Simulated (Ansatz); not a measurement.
# CH6AlNSi: the cost of one run

The runs use Ansatz 0.2.0, Gaussian basis; the settings change from run to run.

## 1. The relaxed structure

An earlier PBE0-D4 in a triple-zeta def2 set relaxation fixed the geometry.

SMILES `[SiH3][N]1[CH2][AlH]1`, 10 atoms, charge 0, spin multiplicity 1.

Atoms are counted from 1 here; the program's logs count them from 0.

Bond lengths: Si1–N2 1.707 Å, Si1–H5 1.493 Å, Si1–H6 1.493 Å, Si1–H7 1.488 Å, N2–C3 1.531 Å, N2–Al4 1.743 Å, C3–Al4 1.901 Å, C3–H8 1.092 Å, C3–H9 1.092 Å, Al4–H10 1.568 Å. Angles: N2–Si1–H5 111.7°, N2–Si1–H6 111.6°, N2–Si1–H7 109.0°, H5–Si1–H6 106.8°, H5–Si1–H7 108.9°, H6–Si1–H7 108.9°, Si1–N2–C3 123.6°, Si1–N2–Al4 165.7°, C3–N2–Al4 70.7°, N2–C3–Al4 59.9°, N2–C3–H8 114.1°, N2–C3–H9 114.1°, Al4–C3–H8 123.1°, Al4–C3–H9 123.1°, H8–C3–H9 110.8°, N2–Al4–C3 49.5°, N2–Al4–H10 144.6°, C3–Al4–H10 166.0°.

## 2. B97/def2-mTZVPP

Options: charge +1, multiplicity 2.

in.yaml reads:

```yaml
crystal:
  periodic: [false, false, false]
  atoms:
    - {symbol: Si, position_ang: [-1.064219, 1.047912, -0.438145]}
    - {symbol: N, position_ang: [0.304460, 0.066288, -0.157963]}
    - {symbol: C, position_ang: [0.301821, -1.145039, 0.778901]}
    - {symbol: Al, position_ang: [1.888020, -0.661136, -0.150978]}
    - {symbol: H, position_ang: [-2.199335, 0.261460, -1.005691]}
    - {symbol: H, position_ang: [-1.561421, 1.672548, 0.823486]}
    - {symbol: H, position_ang: [-0.698869, 2.125614, -1.397159]}
    - {symbol: H, position_ang: [0.126202, -0.897383, 1.827477]}
    - {symbol: H, position_ang: [-0.354055, -1.956211, 0.457143]}
    - {symbol: H, position_ang: [3.340596, -0.565250, -0.734172]}
basis:
  gaussian: {orbitals: def2-mTZVPP}
total_charge: 1
magnetization: {spin_polarized: true, initial_magnetization: 1}
hamiltonian: {xc: {name: B97}}
```

Command:

```bash
$ ansatz run in.yaml --threads 2 --pin off --events-out ev --progress --plain --max-ram 4352MiB
```

**Question.** How long does this run take on 2 threads of Arm Neoverse V1, shared host, and how much memory does it need?

About 30 s, with a peak of 0.58 GiB.
